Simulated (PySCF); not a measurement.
# CoH₃: triplet, from a T-shaped start

Where does triplet CoH₃ go from a T-shaped start, is the end point a minimum, and what are its modes, charges and moments?

Computed with PySCF 2.14.0. Level: PBE0, basis Co def2-TZVP, H def2-TZVP, no relativity, density fitting.

## Step 1: The starting structure

4 atoms, charge 0, spin multiplicity 3.

Bond lengths: Co1–H2 1.430 Å, Co1–H3 1.430 Å, Co1–H4 1.430 Å. Angles: H2–Co1–H3 88.0°, H2–Co1–H4 88.0°, H3–Co1–H4 176.0°.

Coordinates in bohr (charge 0 multiplicity 3):
```
Co    0.0000    0.0000   -0.0470
H     0.0000    0.0000    2.6553
H     2.7006    0.0000    0.0473
H    -2.7006    0.0000    0.0473
```

## Step 2: Relaxation: T-shaped start, triplet

One driver script runs all steps and calls PySCF; scf.py shows how it sets up the SCF of each step. The optimiser is the driver's own. Before each start the driver seeks the lowest SCF state from one or more starting densities and follows internal instabilities, so scf.py alone need not reach the same state.

The program finds C2v symmetry in the start, which this walk keeps. The walk stops when the largest gradient is under 0.0003 Eh/bohr and the energy has settled too.

The input, scf.py:

```python
from pyscf import gto, scf, dft
mol = gto.M(atom='''
Co     0.000000     0.000000    -0.024885
H      0.000000     0.000000     1.405115
H      1.429100    -0.000000     0.025015
H     -1.429100     0.000000     0.025015''',
    basis={'Co': 'def2-TZVP', 'H': 'def2-TZVP'},
    charge=0, spin=2)
mf = dft.UKS(mol, xc='PBE0')
mf.grids.atom_grid = (50, 194)
aux = {'Co': 'def2-universal-JKFIT', 'H': 'def2-universal-JKFIT'}
mf = mf.density_fit(auxbasis=aux)
mf.kernel()
```

Further steps of the session: Vibrations and properties at this point; Downhill along the imaginary mode; Frequencies.

Q: Predict the outcome of this session. Wanted: minimum; geometry; wavenumbers; dipole moment; highest occupied, lowest empty level; polar-tensor charge of Co1; zero-point energy; atomisation energy; ⟨S²⟩.

As calculated:

| quantity | value |
| --- | --- |
| minimum | triplet, C2v |
| geometry | Co–H 1.567 Å, Co–H 1.684 Å (×2), H–H 0.816 Å; Co–H–H 76.0° (×2), H–Co–H 28.0°, H–Co–H 166.0° (×2) |
| wavenumbers (cm⁻¹) | 509 (b2), 542 (b1), 946 (a1), 1452 (b2), 1777 (a1), 3349 (a1) |
| dipole moment | 3.49 D |
| highest occupied, lowest empty level (either spin) | -6.34, -1.47 eV |
| polar-tensor charge of Co1 | +0.25 e |
| zero-point energy | 51.3 kJ/mol |
| entropy at 298.15 K | 230.5 J/(mol K) |
| atomisation energy (no zero-point energy) | 739 kJ/mol |
| ⟨S²⟩ | 2.023 |

The T-shaped start (C2v) ends in a minimum of C2v symmetry, after a first stop at a saddle point 95.5 kJ/mol higher, from which it was pushed off along an imaginary mode. The strongest infrared band lies at 3349 cm⁻¹ (a1). Most of the spin sits on Co1 (Mulliken spin 2.12, against 2 for the whole molecule). Other starts or spin states, not run here, may lie lower. One determinant may miss the lowest occupation of an open d or f shell.
